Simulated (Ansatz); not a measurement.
# ClH5N2Si2: the cost of one run

All numbers below are computed with Ansatz 0.2.0 (RKS BLYP-D4/def2-mTZVP).

**1. The structure to begin with**

Bond lengths: N1–Si2 1.669 Å, Si2–Cl3 2.051 Å, Si2–N4 1.531 Å, N4–Si5 1.561 Å, N1–H6 1.095 Å, N1–H7 1.014 Å, N4–H8 1.042 Å, Si5–H9 1.471 Å, Si5–H10 1.500 Å. Angles: N1–Si2–Cl3 104.7°, N1–Si2–N4 97.3°, Cl3–Si2–N4 114.7°, Si2–N1–H6 104.1°, Si2–N1–H7 109.0°, H6–N1–H7 101.1°, Si2–N4–Si5 138.8°, Si2–N4–H8 106.4°, Si5–N4–H8 109.3°, N4–Si5–H9 110.8°, N4–Si5–H10 109.4°, H9–Si5–H10 109.5°.

Structure file:

```xyz
10

N    -0.5033   -1.0508   -1.4467
Si    0.7710   -0.8583   -0.3860
Cl    1.8916    0.6613   -1.1868
N    -0.0553   -0.4651    0.8416
Si   -0.2298    0.7568    1.7974
H    -1.0029   -0.0769   -1.4428
H    -0.1429   -1.0824   -2.3937
H    -0.9626   -0.9720    0.7613
H    -0.7834    1.9112    1.0731
H     1.1006    1.1251    2.3854
```

**2. End point A**

Input file input.yaml:

```yaml
crystal:
  periodic: [false, false, false]
  atoms:
    - { symbol: "N", position_ang: [-0.5033, -1.0508, -1.4467] }
    - { symbol: Si, position_ang: [0.771, -0.8583, -0.386] }
    - { symbol: Cl, position_ang: [1.8916, 0.6613, -1.1868] }
    - { symbol: "N", position_ang: [-0.0553, -0.4651, 0.8416] }
    - { symbol: Si, position_ang: [-0.2298, 0.7568, 1.7974] }
    - { symbol: H, position_ang: [-1.0029, -0.0769, -1.4428] }
    - { symbol: H, position_ang: [-0.1429, -1.0824, -2.3937] }
    - { symbol: H, position_ang: [-0.9626, -0.972, 0.7613] }
    - { symbol: H, position_ang: [-0.7834, 1.9112, 1.0731] }
    - { symbol: H, position_ang: [1.1006, 1.1251, 2.3854] }
basis:
  gaussian: { orbitals: def2-mTZVP }
hamiltonian:
  xc: blyp
  dispersion: d4
relax:
  f_tol: 0.015
  max_steps: 40
```

Run with:

```
> ansatz run input.yaml --threads 2 --pin off --max-ram 3072MiB --backend cpu --events-out ev --progress --plain --runs-dir out
```

**Question.** How long does this run take on 2 threads of Arm Neoverse V1, shared host, and how much memory does it need?

About 76 s, with a peak of 0.24 GiB.
